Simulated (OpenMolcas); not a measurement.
# C2H7NSi (SMILES C=C[SiH2]N) at 6 levels

Aim: a comparison of 6 runs (HF/STO-3G, HF/cc-pVDZ, PBE0/cc-pVDZ, r2SCAN/cc-pVDZ, MP2/cc-pVDZ, CCSD(T)/cc-pVDZ) of C2H7NSi. 

The results are computed with OpenMolcas 26.06.

### Step 1. Starting point

C2H7NSi has 11 atoms, charge 0, and is taken as a singlet. SMILES: `C=C[SiH2]N`. The coordinates come from a PBE0-D4/def2-TZVP relaxation. This is one conformer, not always the lowest.

Bond lengths: C1–C2 1.330 Å, C2–Si3 1.865 Å, Si3–N4 1.715 Å, C1–H5 1.087 Å, C1–H6 1.087 Å, C2–H7 1.091 Å, Si3–H8 1.488 Å, Si3–H9 1.488 Å, N4–H10 1.006 Å, N4–H11 1.006 Å. Some angles: C1–C2–Si3 123.1°, C2–Si3–N4 114.9°, C1–C2–H7 118.1°, Si3–C2–H7 118.8°, C2–C1–H5 122.6°, C2–C1–H6 121.2°, C2–Si3–H8 108.4°, C2–Si3–H9 108.4°, N4–Si3–H8 107.9°, N4–Si3–H9 108.0°.

### Step 2. Energy and forces at HF/STO-3G (run 1)

Contents of mol.input:

```
>>> EXPORT MOLCAS_PRINT=2

&GATEWAY
 BasLib=$CurrDir
 Coord
 11
 angstrom
 C       -0.676100       1.337000      -0.945000
 C        0.089300       1.208600       0.135100
 Si       0.596500      -0.444500       0.832600
 N        0.002900      -1.803700      -0.028600
 H       -0.967100       2.304600      -1.344700
 H       -1.046800       0.465600      -1.479100
 H        0.433000       2.116700       0.631600
 H        0.099500      -0.536600       2.232600
 H        2.083200      -0.516700       0.836000
 H        0.404900      -2.086000      -0.906300
 H       -0.953800      -2.102100       0.056300
 Basis=STO-3G
 Group=NoSym

&SEWARD

&SCF
 Thresholds=1e-10 1e-07 1e-07 1e-05
 PrOrbitals=1 2

&ALASKA
```

The basis set STO-3G is read from a file made from the Basis Set Exchange's data (not shown).

Started as:

```console
$ export MOLCAS_MEM=1860
$ pymolcas mol.input > mol.log
```

The log of the run:

```text
--- Start Module: gateway ---
[...]
--- Stop Module: gateway /rc=_RC_ALL_IS_WELL_ ---
[...]
      Basis functions           31
[...]
--- Start Module: scf ---
[...]
       Convergence after  11 Iterations
[...]
::    Total SCF energy                               -418.1953058739
[...]
      Total spin, S                                     0.0000000000
[...]
      Total electronic charge=   40.000000
      Total            charge=   -0.000000
[...]
      Dipole Moment (debye):
      Origin of the operator (angstrom)=    0.1334   -0.1027    0.1807
                   X= -3.2114E-01               Y=  1.1955E-01               Z= -4.5069E-01           Total=  5.6616E-01
      Quadrupole Moment (debye*angstrom):
[...]
--- Stop Module: scf /rc=_RC_ALL_IS_WELL_ ---
--- Start Module: alaska ---
[...]
 *              Molecular gradients               *
 **************************************************
  Irreducible representation: a
 ------------------------------------------------------------------------------------------
                              X                       Y                       Z
 ------------------------------------------------------------------------------------------
  C1               -1.90364736436619E-02    2.20115575672608E-03   -2.68876412761987E-02
  C2                1.79132022018651E-02   -7.65239119581373E-04    2.52882980903055E-02
  SI3              -2.30938737093256E-02   -5.89746235677757E-04   -3.28116324999739E-02
  N4               -6.99875526690530E-03   -4.46073091062438E-03   -9.83919540842182E-03
  H5                1.93080502929321E-04    4.08302147338224E-03    3.29702859261483E-04
  H6                8.05386518591966E-05   -4.79640967207118E-03    6.50506668660178E-05
  H7                1.61090696962685E-03    5.77529454833847E-03    2.34895949241265E-03
  H8               -1.06258105462322E-02   -2.30793526083123E-03    3.10423825102770E-02
[...]
--- Stop Module: alaska /rc=_RC_ALL_IS_WELL_ ---
[...]
```

It took 2.8 s on 1 thread of Intel Xeon Platinum 8259CL at 2.50GHz (Skylake/Cascade Lake), shared host; peak memory 0.37 GiB.

### Step 3. Energy and gradient at HF/cc-pVDZ (run 2)

Contents of coord.xyz:

```xyz
11

C     -0.676100     1.337000    -0.945000
C      0.089300     1.208600     0.135100
Si     0.596500    -0.444500     0.832600
N      0.002900    -1.803700    -0.028600
H     -0.967100     2.304600    -1.344700
H     -1.046800     0.465600    -1.479100
H      0.433000     2.116700     0.631600
H      0.099500    -0.536600     2.232600
H      2.083200    -0.516700     0.836000
H      0.404900    -2.086000    -0.906300
H     -0.953800    -2.102100     0.056300
```

Contents of mol.inp:

```
* C2H7NSi Hartree-Fock

&GATEWAY
  BasLib=$CurrDir
  Coord=coord.xyz
  Basis=cc-pVDZ
  Group=NoSym

&SEWARD

&SCF
  Thresholds=1e-10 1e-07 1e-07 1e-05
  PrOrbitals=1

&ALASKA
```

The basis set cc-pVDZ is read from a file made from the Basis Set Exchange's data (not shown).

Started as:

```console
$ export MOLCAS_MEM=1860
$ pymolcas mol.inp > mol.log
```

The log of the run:

```text
--- Start Module: gateway ---
[...]
--- Stop Module: gateway /rc=_RC_ALL_IS_WELL_ ---
[...]
      Basis functions           95
[...]
--- Start Module: scf ---
[...]
       Convergence after  13 Iterations
[...]
::    Total SCF energy                               -423.1993399082
[...]
      Total spin, S                                     0.0000000000
[...]
      Total electronic charge=   40.000000
      Total            charge=   -0.000000
[...]
      Dipole Moment (debye):
      Origin of the operator (angstrom)=    0.1334   -0.1027    0.1807
                   X= -8.7236E-01               Y= -1.0742E-01               Z= -1.2361E+00           Total=  1.5167E+00
      Quadrupole Moment (debye*angstrom):
[...]
--- Stop Module: scf /rc=_RC_ALL_IS_WELL_ ---
[...]
--- Start Module: alaska ---
[...]
 *              Molecular gradients               *
 **************************************************
  Irreducible representation: a
 ------------------------------------------------------------------------------------------
                              X                       Y                       Z
 ------------------------------------------------------------------------------------------
  C1               -7.36937083384959E-04   -7.59765414892755E-06   -1.04485282418665E-03
  C2                3.70572429540239E-03   -7.87372751308446E-03    5.13257098176023E-03
  SI3              -6.39373648460673E-03   -7.84719889358632E-04   -9.09036554532072E-03
  N4                5.23533733182013E-03    1.16997032742567E-02    7.65826497080857E-03
  H5               -1.94934450368001E-04    8.18558556176185E-04   -2.62734774210793E-04
  H6               -3.01146883052716E-04   -1.54096737506926E-03   -4.32035833509037E-04
  H7                5.15228776919230E-04    4.44272868053375E-04    7.35720839210252E-04
  H8               -1.21286727597480E-04   -6.55344898562449E-05   -4.48560990003344E-04
[...]
--- Stop Module: alaska /rc=_RC_ALL_IS_WELL_ ---
[...]
```

Wall time 14 s (1 thread of Intel Xeon Platinum 8259CL at 2.50GHz (Skylake/Cascade Lake), shared host); peak memory 0.53 GiB.

Runs 3 to 5 aren't shown in full; the table further down has their settings and results.

### Step 4. A single-point energy at CCSD(T)/cc-pVDZ (run 6)

Contents of job.input:

```
&GATEWAY
BasLib=$CurrDir
Coord
11
angstrom
C       -0.676100       1.337000      -0.945000
C        0.089300       1.208600       0.135100
Si       0.596500      -0.444500       0.832600
N        0.002900      -1.803700      -0.028600
H       -0.967100       2.304600      -1.344700
H       -1.046800       0.465600      -1.479100
H        0.433000       2.116700       0.631600
H        0.099500      -0.536600       2.232600
H        2.083200      -0.516700       0.836000
H        0.404900      -2.086000      -0.906300
H       -0.953800      -2.102100       0.056300
Basis=cc-pVDZ
Group=NoSym
&SEWARD
&SCF
Thresholds=1e-10 1e-07 1e-07 1e-05
PrOrbitals=1 2
&RASSCF
FileOrb=$Project.ScfOrb
Spin=1
Nactel=0 0 0
Inactive=20
Ras2=0
OutOrbitals=Canonical
OrbListing=Nothing
&MOTRA
JobIph
Frozen=8
&CCSDT
CCT
Triples=2
Iterations=80
Accuracy=1e-08
Extrapolation=5 4
```

The basis set cc-pVDZ is read from a file made from the Basis Set Exchange's data (not shown).

Started as:

```console
$ export MOLCAS_MEM=1860
$ pymolcas job.input > job.log
```

The log of the run:

```text
--- Start Module: gateway ---
[...]
--- Stop Module: gateway /rc=_RC_ALL_IS_WELL_ ---
[...]
      Basis functions           95
[...]
       Convergence after  13 Iterations
[...]
::    Total SCF energy                               -423.1993399082
[...]
      Total spin, S                                     0.0000000000
[...]
      Number of active orbitals                  0
[...]
      Spin quantum number                      0.0
[...]
      Active orbitals                            0
[...]
      Number of CSFs                             1
[...]
      Number of root(s) required                 1
[...]
      Convergence after  4 iterations
[...]
      Natural orbitals and occupation numbers for root  1
      ************************************************************************************************************************
      *                                                    Final results                                                     *
      ************************************************************************************************************************
[...]
::    RASSCF root number  1 Total energy:   -423.19933991
[...]
      Total electronic charge=   40.000000
      Total            charge=   -0.000000
[...]
      Dipole Moment (debye):
      Origin of the operator (angstrom)=    0.1334   -0.1027    0.1807
                   X= -8.7236E-01               Y= -1.0742E-01               Z= -1.2361E+00           Total=  1.5167E+00
      Quadrupole Moment (debye*angstrom):
[...]
--- Start Module: motra ---
[...]
      *** WARNING: Default frozen orbitals is overwritten by user input.
      *** Default values:   5
[...]
--- Stop Module: motra /rc=_RC_ALL_IS_WELL_ ---
[...]
--- Start Module: ccsdt ---
[...]
      Convergence after                    17  Iterations
      Total energy (diff) :    -423.79165444       0.00000000
[...]
 METHOD                       : CCSD+T(CCSD)+<T3(1)WT1> = CCSD(T)
[...]
       CCSD     =      -423.7916544433156
[...]
--- Stop Module: ccsdt /rc=_RC_ALL_IS_WELL_ ---
[...]
```

Wall time 1.8 min (1 thread of Intel Xeon Platinum 8259CL at 2.50GHz (Skylake/Cascade Lake), shared host); peak memory 0.53 GiB.

### Step 5. Overview of the runs

| run | level | integration grid | task | energy (Eh) | dipole moment (D) of the reference | HOMO energy (eV) | LUMO energy (eV) | wall time |
| --- | --- | --- | --- | --- | --- | --- | --- | --- |
| 1 | HF/STO-3G | – | gradient | -418.195306 | 0.57 | -8.09 | 8.64 | 2.8 s |
| 2 | HF/cc-pVDZ | – | gradient | -423.199340 | 1.52 | -10.08 | 4.04 | 14 s |
| 3 | PBE0/cc-pVDZ | UltraFine | gradient | -424.375097 | 1.42 | -7.08 | 0.09 | 68 s |
| 4 | r2SCAN/cc-pVDZ | UltraFine | gradient | -424.551752 | 1.43 | -5.95 | -0.78 | 97 s |
| 5 | MP2/cc-pVDZ | – | energy | -423.739253 | 1.52 | -10.08 | 4.04 | 12 s |
| 6 | CCSD(T)/cc-pVDZ | – | energy | -423.809592 | 1.52 | -10.08 | 4.04 | 1.8 min |

### Step 6. What came out

| quantity | value |
| --- | --- |
| run 6: total energy | -423.80959 Eh |
| run 6: dipole moment (mean-field density) | 1.52 D |
| run 6: HOMO energy (Hartree–Fock orbitals) | -10.08 eV |
| run 6: LUMO energy (Hartree–Fock orbitals) | 4.04 eV |
| run 6: HOMO–LUMO gap (Hartree–Fock orbitals) | 14.12 eV |
| run 6: correlation energy (8 core orbitals frozen) | -610.3 mEh |
| run 6: (T) correction | -17.94 mEh |

What this shows: Below the HF energy at the same shape and in the same basis (cc-pVDZ): MP2 -539.9 mEh; CCSD(T) -610.3 mEh. Over runs 1, 2, 3, 4 the dipole moment (its size) runs from 0.57 D (HF/STO-3G) to 1.52 D (HF/cc-pVDZ). Over runs 1, 2, 3, 4 the HOMO–LUMO gap runs from 5.17 eV (r2SCAN/cc-pVDZ) to 16.72 eV (HF/STO-3G). The two ends differ in method and basis. Totals of different functionals can't be ranked against each other. In run 1 the basis is minimal, so the values are rough. All runs together took 5.1 min, the longest 1.8 min.
